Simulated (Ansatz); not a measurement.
# GaN: the cost of one run

All numbers are computed with Ansatz 0.2.0, driven from Python. Level of theory: DFT PBE, plane waves, PAW.

## 1. Starting point

The structure is hexagonal, space group P6_3mc (No. 186). Conventional cell: a = 3.212 Å, b = 3.212 Å, c = 10.357 Å, α = 90.00°, β = 90.00°, γ = 120.00°. Around Ga (site symmetry 3m) lie 4 N at 1.95 to 2.00 Å. Around Ga (site symmetry 3m) lie 3 N at 1.94 Å. Around N (site symmetry 3m) lie 3 Ga at 1.95 Å. N (site symmetry 3m) is surrounded by 4 Ga at 1.94 to 2.00 Å.

No structure file is read: the coordinates are typed or built in the script.

## 2. Script

File run_mass.py:

```python
import warnings

import ansatz as az
from ase import Atoms
import numpy as np

warnings.simplefilter("ignore", az.DeckWarning)

atoms = Atoms(
    ["Ga", "Ga", "Ga", "Ga", "N", "N", "N", "N"],
    scaled_positions=[
        (0.0, 0.0, 0.285868),
        (1 / 3, 2 / 3, 0.537349),
        (2 / 3, 1 / 3, 0.037349),
        (0.0, 0.0, 0.785868),
        (1 / 3, 2 / 3, 0.843745),
        (0.0, 0.0, 0.593038),
        (2 / 3, 1 / 3, 0.343745),
        (0.0, 0.0, 0.093038),
    ],
    cell=[
        (3.211538, 0.0, 0.0),
        (-1.605769, 2.781273, 0.0),
        (0.0, 0.0, 10.35684),
    ],
    pbc=True,
)
system = az.Crystal.from_ase(atoms)

model = system.calculation()
model = model.functional(az.Functional.PBE)
model = model.basis(18 * az.Ha)
model = model.kpoints(12, 12, 2)
model = model.occupations("fixed")
done = model.band_table().run(threads=1)
data = done.report
levels = np.array(data["eigenvalues_ev"])
filled = round(data["n_electrons"] / 2)
edges = {"top filled band": (filled - 1, levels[:, filled - 1].argmax()), "lowest empty band": (filled, levels[:, filled].argmin())}
gap = levels[:, filled].min() - levels[:, filled - 1].max()
print(f"gap on the mesh {gap:.3f} eV")
if gap <= 0.05:
    print("no gap: band-edge masses have no meaning here")
    edges = {}
reciprocal = 2 * np.pi * np.linalg.inv(done.lattice.cell_ang).T
step = 0.008  # 1/A

pairs = [(0, 1), (0, 2), (1, 2)]
moves = [sign * axis for axis in np.eye(3) for sign in (-1, 1)]
moves += [s1 * np.eye(3)[i] + s2 * np.eye(3)[j] for i, j in pairs for s1 in (1, -1) for s2 in (1, -1)]
for name, (band, index) in edges.items():
    together = int(np.sum(np.abs(levels[index] - levels[index, band]) < 2e-3))
    print(name, "at k =", np.round(data["kpoints_frac"][index], 4), f"E = {levels[index, band]:.4f} eV, degeneracy {together}")
    centre = np.array(data["kpoints_frac"][index]) @ reciprocal
    points = [centre] + [centre + step * move for move in moves]
    table = model.band_structure(points, intervals=1, cartesian=True).run(threads=1).band_structure().channels[0].eigenvalues_ev
    if together > 1:
        level = np.flatnonzero(np.abs(levels[index] - levels[index, band]) < 2e-3)
        along = (table[1, level] + table[2, level] - 2 * table[0, level]) / step ** 2
        print("  degenerate level, no single mass tensor; masses of its branches along x:", np.round(7.61996 / along, 3), "m_e")
        continue
    e = table[:, band]
    hessian = np.diag((e[1:7:2] + e[2:7:2] - 2 * e[0]) / step ** 2)
    for (i, j), (pp, pm, mp, mm) in zip(pairs, e[7:].reshape(3, 4)):
        hessian[i, j] = hessian[j, i] = (pp - pm - mp + mm) / (4 * step ** 2)
    curvatures, axes = np.linalg.eigh(hessian)
    slope = (e[2:7:2] - e[1:7:2]) / (2 * step)
    print("  slope (eV A):", np.round(slope, 3) + 0.0, "" if np.abs(slope).max() < 0.05 else "- no extremum here, so these are local curvatures and no band-edge masses")
    for curvature, axis in zip(curvatures, axes.T):
        print(f"  principal mass {7.61996 / curvature:8.3f} m_e along", np.round(axis, 2) + 0.0)
```

## 3. Launch

Launch:

```
$ python run_mass.py
```

**Question.** How long does this script take on 1 thread of Arm Neoverse V2, shared host, and how much memory does it need?

About 55 s, with a peak of 0.48 GiB.
